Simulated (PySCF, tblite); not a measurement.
**C7H9F: geometry, infrared bands and NMR shifts**

Wanted: the infrared bands and NMR shifts of C7H9F (`FC[C@@H]1C[C@@H]2C=C[C@H]12`), by calculation.

The runs use tblite 0.8.0 and PySCF 2.14.0, with density-fitted response routines of our own; the level of theory stands in each step. All values are computed, except where a source is named. Atoms are numbered from 0 throughout.

### 1 The molecule as given

17 atoms, charge 0, multiplicity 1; geometry from: force field or distance geometry start.

Bonds of the start (Å): F0–C1 1.35, C1–C2 1.53, C2–C3 1.54, C3–C4 1.54, C4–C5 1.50, C5–C6 1.35, C6–C7 1.50, C7–C2 1.54, C7–C4 1.55, C1–H8 1.09, C1–H9 1.10, C2–H10 1.10, C3–H11 1.10, C3–H12 1.11, C4–H13 1.09, C5–H14 1.09, C6–H15 1.09, C7–H16 1.09.

### 2 Geometry optimisation with GFN2-xTB

What the job is given:

```
{"job": {"kind": "relax", "xc": "GFN2-xTB", "basis": "xTB"}, "charge": 0, "multiplicity": 1}
F     -2.058800     1.234900    -1.532400
C     -0.935700     1.394600    -0.807400
C     -0.187500     0.062200    -0.799600
C     -0.824000    -1.068700     0.024400
C      0.510500    -1.260800     0.776500
C      0.650300    -0.428400     2.020200
C      1.139600     0.644200     1.357000
C      1.108500    -0.050000     0.022400
H     -0.329200     2.174200    -1.265900
H     -1.226100     1.712300     0.210000
H     -0.028700    -0.251600    -1.844200
H     -1.129000    -1.947400    -0.561300
H     -1.674700    -0.787500     0.677100
H      1.046200    -2.208900     0.673000
H      0.429500    -0.622100     3.068600
H      1.462900     1.631300     1.681900
H      2.039200    -0.216500    -0.516900
```

Run with:

```sh
$ OMP_NUM_THREADS=1 python probes_run.py task.json out
```

The driver reads the jobs from task.json and runs them one after another.

**Question.** This job is followed by: GFN2-xTB harmonic vibrations, gas phase; GIAO PBE0/pcSseg-1 NMR shielding, non-relativistic, gas phase. What will the session give for the following? strongest single infrared mode (GFN2-xTB); zero-point energy (GFN2-xTB); 13C shifts against TMS (PBE0/pcSseg-1); 1H shifts against TMS (PBE0/pcSseg-1); 19F shifts against CFCl3 (PBE0/pcSseg-1).

**Answer**, as computed:

```
                                 quantity                                                     value
strongest single infrared mode (GFN2-xTB)                                      3021 cm⁻¹, 67 km/mol
             zero-point energy (GFN2-xTB)                                             87.8 kcal/mol
   13C shifts against TMS (PBE0/pcSseg-1)            153.2, 146.8, 91.5, 44.6, 41.7, 34.5, 28.1 ppm
    1H shifts against TMS (PBE0/pcSseg-1)  6.68, 6.43, 4.85, 4.61, 3.30, 3.17, 2.64, 2.48, 1.71 ppm
 19F shifts against CFCl3 (PBE0/pcSseg-1)                                                -255.9 ppm
```

The optimisation took 53 steps and gained 0.149 eV; among the close pairs (by a distance rule), F0–C1 changed most, from 1.346 to 1.376 Å. No mode is imaginary among the 45: a minimum at this level. The strongest single mode, at 3021 cm⁻¹, moves mainly H13 and H12. Unscaled tight-binding wavenumbers are off by several per cent, some by more. Its intensities can rank the bands wrongly.
